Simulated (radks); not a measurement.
# Ni³⁺ in [Ar] 3d7: an all-electron calculation

The task here is to estimate one member of a computed series from the others.

Program: radks (a radial shooting solver on a logarithmic mesh, Libxc functionals) version 1. Level of theory: Dirac Kohn-Sham, RPBE, spin-unpolarised, spherical densities, finite nucleus; open shells are shared between the two j in proportion to 2j + 1. These are calculated values, not measurements, unless marked.

### The system

* element: nickel (Z = 28)
* charge: +3
* electrons: 25
* configuration: [Ar] 3d7
* nuclear rms radius: 3.7757 fm

The outer shells:

Ni³⁺
```
[Ar] core
3d [↑↓][↑↓][↑ ][↑ ][↑ ]
```

The first run:

Input:

```text
Z 28
configuration [Ar] 3d7 4s0 4p0 4d0 4f0
relativity Dirac
functional rpbe,pbe
spin unpolarised
j_filling average
nucleus finite rms 3.7757 fm
c 137.035999084
```

Run with:

```console
$ python run_ks.py task.json out
```

This one command runs every case of the session in turn.

Steps of the session up to this table: Self-consistent calculation.

One table of the session follows, with a row left open; its other results are not shown here.

It belongs to the step «Radial structure». Radial moments (bohr):

| level | <r> | outermost maximum (interpolated) | 90 % within | nodes |
| --- | --- | --- | --- | --- |
| 1s1/2 | 0.05408 | 0.0354 | 0.0966 | 0 |
| 2s1/2 | 0.2446 | 0.205 | 0.379 | 1 |
| 2p1/2 | 0.2131 | 0.163 | 0.349 | 0 |
| 2p3/2 | 0.2163 | 0.166 | 0.354 | 0 |
| 3s1/2 | ? | ? | ? | ? |
| 3p1/2 | 0.7627 | 0.640 | 1.17 | 1 |
| 3p3/2 | 0.7722 | 0.648 | 1.19 | 1 |
| 3d3/2 | 0.8936 | 0.619 | 1.51 | 0 |
| 3d5/2 | 0.8978 | 0.622 | 1.52 | 0 |
| 4s1/2 | 2.141 | 1.90 | 3.11 | 3 |
| 4p1/2 | 2.446 | 2.18 | 3.57 | 2 |
| 4p3/2 | 2.466 | 2.20 | 3.60 | 2 |

Estimate the missing values for 3s1/2.

As computed: <r>: 0.7351; outermost maximum (interpolated): 0.638; 90 % within: 1.10; nodes: 2. In the column «<r>» it lies between 2s1/2 (0.2446) and 3p1/2 (0.7627).

Limits of these values: Spin polarisation and multiplet splitting are left out.
